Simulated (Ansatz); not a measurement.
# Ta2N: the cost of one run

Computed with Ansatz 0.2.0 (DFT LDA, scalar-relativistic, plane waves, PAW, unless a step's input says otherwise).

16 further runs of the same task are left out: 16 set aside as unsound or not needed. Runs told in other sessions of the task aren't counted.

## 1. The structure to begin with

It takes space group P-3m1 (No. 164, trigonal). Conventional cell: a = 3.062 Å, b = 3.062 Å, c = 4.787 Å, α = 90.00°, β = 90.00°, γ = 120.00°. Ta (site symmetry 3m) is surrounded by 3 N at 2.14 Å. N (site symmetry -3m) is surrounded by 6 Ta at 2.14 Å.

Structure file:

```xyz
3
Lattice="3.0618 0.0000 0.0000 -1.5309 2.6516 0.0000 0.0000 0.0000 4.7872" Properties=species:S:1:pos:R:3 pbc="T T T"
Ta    1.5309    0.8839    3.5745
Ta    0.0000    1.7678    1.2126
N     0.0000    0.0000    0.0000
```

It goes back to an entry of the Materials Project, which need not be the stable form.

It is the result of an earlier relaxation at this level (volume 12.96 Å³/atom; gap on the mesh: none (metal)).

## 2. The scan

The energy is mapped over volume and the cell's shape.

The axes are (1) volume per atom: 7 values from 11.919 to 13.992 Å³; (2) c/a of the conventional cell: 7 values from 1.443 to 1.694.

Nothing else is relaxed (fractional coordinates fixed). Energies count from the relaxed crystal. Points are written as (first, second).

## 3. The run at (11.919 Å³, 1.649)

Contents of input.yaml:

```yaml
crystal:
  lattice:
    - [2.9253438958, 0.0, 0.0]
    - [-1.4626719479, 2.5334221285, 0.0]
    - [0.0, 0.0, 4.8247696873]
  atoms:
    - { symbol: Ta, position: [0.6666666667, 0.3333333333, 0.7466885012] }
    - { symbol: Ta, position: [0.3333333333, 0.6666666667, 0.2533114988] }
    - { symbol: "N", position: [0.0, 0.0, 0.0] }
basis:
  ecutwfc: 520.0
kpoints:
  mp_grid: { grid: [18, 18, 10] }
hamiltonian:
  xc: lda
  pseudopotentials: { kind: paw, azcp: { folder: soft_1 } }
scf:
  occupations: { method: gaussian, width: 0.15 }
output:
  forces: true
  stress: true
  eigenvalues: true
```

Started as:

```bash
$ ansatz run input.yaml --threads 2 --pin off --max-ram 4096MiB --backend cpu --events-out ev --progress --plain --runs-dir out
```

Q: Estimate wall time and peak memory on 2 threads of Arm Neoverse N1, shared host.

About 16 s, with a peak of 0.49 GiB.
